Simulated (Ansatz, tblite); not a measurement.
# Mg4Se4: isomers side by side

One table from this session's results is given with a row withheld; the runs are named, their logs left out.

Method: relaxed with r2SCAN-D4/def2-SVP, singlet; program: Ansatz 0.2.0, Gaussian basis.

5 further runs of the same task are left out: 4 that didn't finish, 1 set aside as unsound or not needed.

**The starting structure**

8 atoms, charge 0, spin multiplicity 1.

Atoms are counted from 1 here; the program's logs count them from 0.

Bond lengths: Mg1–Se5 2.392 Å, Mg1–Se8 2.392 Å, Mg2–Se5 2.393 Å, Mg2–Se6 2.393 Å, Mg3–Se6 2.393 Å, Mg3–Se7 2.391 Å, Mg4–Se7 2.392 Å, Mg4–Se8 2.394 Å. Angles: Se5–Mg1–Se8 174.9°, Se5–Mg2–Se6 176.6°, Se6–Mg3–Se7 174.6°, Se7–Mg4–Se8 176.6°, Mg1–Se5–Mg2 93.6°, Mg2–Se6–Mg3 95.0°, Mg3–Se7–Mg4 93.6°, Mg1–Se8–Mg4 94.8°.

The isomers as started, chosen beforehand: A: (MgSe)4 ring; B: (MgSe)4 cube. The structure above is A.

The first run:

Input file in.yaml:

```yaml
crystal:
  periodic: [false, false, false]
  atoms:
    - {symbol: Mg, position_ang: [0.025410, -0.493700, -2.450350]}
    - {symbol: Mg, position_ang: [-2.379820, 0.597480, -0.173260]}
    - {symbol: Mg, position_ang: [-0.021340, 0.503650, 2.451500]}
    - {symbol: Mg, position_ang: [2.369670, -0.622070, 0.177780]}
    - {symbol: Se, position_ang: [-2.287180, 0.112660, -2.514480]}
    - {symbol: Se, position_ang: [-2.330470, 1.067670, 2.172180]}
    - {symbol: Se, position_ang: [2.289400, -0.109120, 2.512560]}
    - {symbol: Se, position_ang: [2.334320, -1.056580, -2.175930]}
basis:
  gaussian: {orbitals: def2-SVP}
hamiltonian: {xc: r2scan, dispersion: d4}
scf: {lower_state_search: "off"}
output: {orbitals: {seedname: orbitals}}
relax: {f_tol: 0.02, max_steps: 100}
```

Run with:

```console
ansatz run in.yaml --threads 4 --pin off --events-out ev --progress --plain --max-ram 4787MiB
```

Among the steps run: Relaxing candidate A; Relaxing candidate B; Candidate A, PBE0-D4/def2-TZVP; Candidate A, PBE-D4/def2-TZVP; Candidate A, r2SCAN-D4/def2-TZVP; Candidate A, BHLYP-D4/def2-TZVP; Candidate A, PBE-D4/def2-SVP; Candidate A, PBE0-D4/def2-SVP; Candidate A, HF/STO-3G; Candidate A, MP2/def2-TZVP; Candidate A, RPA/def2-TZVP.

One table of the session follows, with a row left open; its other results are not shown here.

It belongs to the step «A against B». 

| level | A above B (kcal/mol) |
| --- | --- |
| GFN1-xTB | +5.6 |
| GFN2-xTB | +40.7 |
| HF/STO-3G | ? |
| HF/def2-TZVP | +25.4 |
| PBE-D4/def2-SVP | +40.2 |
| PBE-D4/def2-TZVP | +43.1 |
| r2SCAN-D4/def2-TZVP | +42.1 |
| PBE0-D4/def2-SVP | +42.7 |
| PBE0-D4/def2-TZVP | +45.4 |
| BHLYP-D4/def2-TZVP | +39.8 |
| RPA/def2-TZVP | +38.1 |
| MP2/def2-TZVP | +43.5 |

Estimate the missing values for HF/STO-3G.

As computed: A above B (kcal/mol): +70.7. In the column «A above B (kcal/mol)» it is the highest.

Limits of these values: Only singlets are compared; another spin may lie lower and prefer another shape.
